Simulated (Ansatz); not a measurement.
# ZnSe2: compression at zero temperature

Aim: relax ZnSe2 at pressures from -2 to 20 GPa within the symmetry of the start, and follow volume, cell shape and gap.

Program: Ansatz 0.2.0. Level of theory: DFT PBEsol, scalar-relativistic, plane waves, PAW. These are calculated values, not measurements.

1 further run of the same task is left out (set aside as unsound or not needed).

### Step 1. The structure to begin with

Symmetry: Pa-3, No. 205, cubic system. Conventional cell: a = 6.239 Å, b = 6.239 Å, c = 6.239 Å, α = 90.00°, β = 90.00°, γ = 90.00°. Around Zn (site symmetry -3) lie 6 Se at 2.62 Å. Se (site symmetry 3) is surrounded by 1 Se at 2.38 Å and 3 Zn at 2.62 Å.

As a file:

```xyz
12
Lattice="6.2392 0.0000 0.0000 0.0000 6.2392 0.0000 0.0000 0.0000 6.2392" Properties=species:S:1:pos:R:3 pbc="T T T"
Zn    3.1196    3.1196    0.0000
Zn    3.1196    0.0000    3.1196
Zn    0.0000    3.1196    3.1196
Zn    0.0000    0.0000    0.0000
Se    0.6861    5.5531    2.4335
Se    5.5531    2.4335    0.6861
Se    2.4335    0.6861    5.5531
Se    3.8057    3.8057    3.8057
Se    5.5531    0.6861    3.8057
Se    0.6861    3.8057    5.5531
Se    3.8057    5.5531    0.6861
Se    2.4335    2.4335    2.4335
```

It goes back to an entry of the Materials Project, which need not be the stable form.

It is the result of an earlier relaxation at this level (volume 20.24 Å³/atom; gap on the mesh: 0.72 eV).

### Step 2. Seeking the band edges

Input file input.yaml:

```yaml
crystal:
  lattice:
    - [6.2392186622, 0.0, 0.0]
    - [0.0, 6.2392186622, 0.0]
    - [0.0, 0.0, 6.2392186622]
  atoms:
    - { symbol: Zn, position: [0.5, 0.5, 0.0] }
    - { symbol: Zn, position: [0.5, 0.0, 0.5] }
    - { symbol: Zn, position: [0.0, 0.5, 0.5] }
    - { symbol: Zn, position: [0.0, 0.0, 0.0] }
    - { symbol: Se, position: [0.1099629536, 0.8900370464, 0.3900370464] }
    - { symbol: Se, position: [0.8900370464, 0.3900370464, 0.1099629536] }
    - { symbol: Se, position: [0.3900370464, 0.1099629536, 0.8900370464] }
    - { symbol: Se, position: [0.6099629536, 0.6099629536, 0.6099629536] }
    - { symbol: Se, position: [0.8900370464, 0.1099629536, 0.6099629536] }
    - { symbol: Se, position: [0.1099629536, 0.6099629536, 0.8900370464] }
    - { symbol: Se, position: [0.6099629536, 0.8900370464, 0.1099629536] }
    - { symbol: Se, position: [0.3900370464, 0.3900370464, 0.3900370464] }
basis:
  ecutwfc: 420
kpoints:
  mp_grid: { grid: [4, 4, 4] }
  band_path: { path: [VBM, CBM], npoints: 2 }
hamiltonian:
  xc: pbesol
scf:
  occupations: { method: gaussian, width: 0.02 }
output:
  forces: true
  stress: true
  eigenvalues: true
checkpoint:
  read: start.run
  write: ck
  compress: false
  write_wavefunctions: false
  write_every: 100000
```

The run is started by

```console
> ansatz run input.yaml --threads 2 --pin off --max-ram 5120MiB --backend cpu --events-out ev --progress --plain --runs-dir out
```

The session goes on with these runs: target pressure -2 GPa; band edges over the zone at -2 GPa; relaxing at 2 GPa; the gap over the whole zone at 2 GPa; relaxing at 5 GPa; the gap over the whole zone at 5 GPa; 10 GPa; seeking the band edges at 10 GPa; 20 GPa.

Q: Predict the outcome of this session. Wanted: bulk modulus B0; B0'.

**Answer**, as computed:

| quantity | value |
| --- | --- |
| volume at 20 GPa | 16.78 Å³/atom, V/V0 = 0.829 |
| bulk modulus B0 (third-order Birch-Murnaghan) | 69 GPa |
| B0' | 4.7 |
| gap at 0 and 20 GPa | 0.68 eV; none (metal) |

In words: Up to 20 GPa the volume falls by 17.1 %. A third-order Birch-Murnaghan curve fits the points with B0 = 69 GPa. The gap closes between 10 and 20 GPa; that is the Kohn-Sham gap on the mesh, and since semilocal gaps are small it probably closes too early. The symmetry of the start is kept, so a transition to another structure would not show. Spin polarisation is off in the runs that give these values; a magnetic solution could lie lower.
